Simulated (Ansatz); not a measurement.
# Li (Lithium): the cost of one run

Program: Ansatz 0.2.0 through its Python package. Level of theory: DFT PBEsol, plane waves, PAW. These are calculated values, not measurements.

## 1. Starting point

Symmetry: Im-3m, No. 229, cubic system. Conventional cell: a = 3.509 Å, b = 3.509 Å, c = 3.509 Å, α = 90.00°, β = 90.00°, γ = 90.00°. Around Li (site symmetry m-3m) lie 8 Li at 3.04 Å.

The script holds or builds the structure itself.

## 2. The code

compress.py reads:

```python
"""Volume and enthalpy of Li against pressure."""

import ansatz
import numpy as np
import pandas as pd

def edges_and_angles(cell):
    cell = np.asarray(cell)
    a, b, c = np.linalg.norm(cell, axis=1)
    cosines = cell[1] @ cell[2] / (b * c), cell[0] @ cell[2] / (a * c), cell[0] @ cell[1] / (a * b)
    return (a, b, c, *np.degrees(np.arccos(cosines)))


def main() -> None:
    lattice = ansatz.Lattice.of(
        [-1.75465, 1.75465, 1.75465],
        [1.75465, -1.75465, 1.75465],
        [1.75465, 1.75465, -1.75465],
    )
    sites = [
        ("Li", [0.0, 0.0, 0.0]),
    ]
    cell = ansatz.Crystal(lattice=lattice)
    for symbol, position in sites:
        cell = cell.atom(symbol, position)

    setup = cell.calculation()
    setup = setup.functional("PBEsol").kpoints(mesh=(11, 11, 11))
    setup = setup.occupations("methfessel_paxton", width=0.1)

    # H = F + PV, with 1 GPa A^3 = 1/160.21766 eV
    rows = []
    for pressure in [0, 5, 10, 20]:
        out = setup.relax(cell=True, pressure=pressure).run(threads=1)
        cell = out.lattice.cell_ang
        n_atoms = len(out.lattice.sites)
        volume = abs(np.linalg.det(cell)) / n_atoms
        enthalpy = out.report["free_energy_ev"] / n_atoms + pressure * volume / 160.21766
        rows.append((pressure, volume, enthalpy, *edges_and_angles(cell)))
        print(f"{pressure} GPa done: {volume:.4f} A^3/atom")

    table = pd.DataFrame(rows, columns=["P_GPa", "V_A3_atom", "H_eV_atom", "a", "b", "c", "alpha", "beta", "gamma"])
    print(table.round(4).to_string(index=False))
    p, v = np.array([row[0] for row in rows], float), np.array([row[1] for row in rows])
    print("mean bulk modulus between rows (GPa):", np.round(-np.diff(p) / np.diff(np.log(v)), 1))


if __name__ == "__main__":
    main()
```

## 3. The run

Run with:

```console
$ python compress.py
```

What time and memory should one allow on 1 thread of Arm Neoverse V2, shared host?

About 9 s, with a peak of 0.37 GiB.
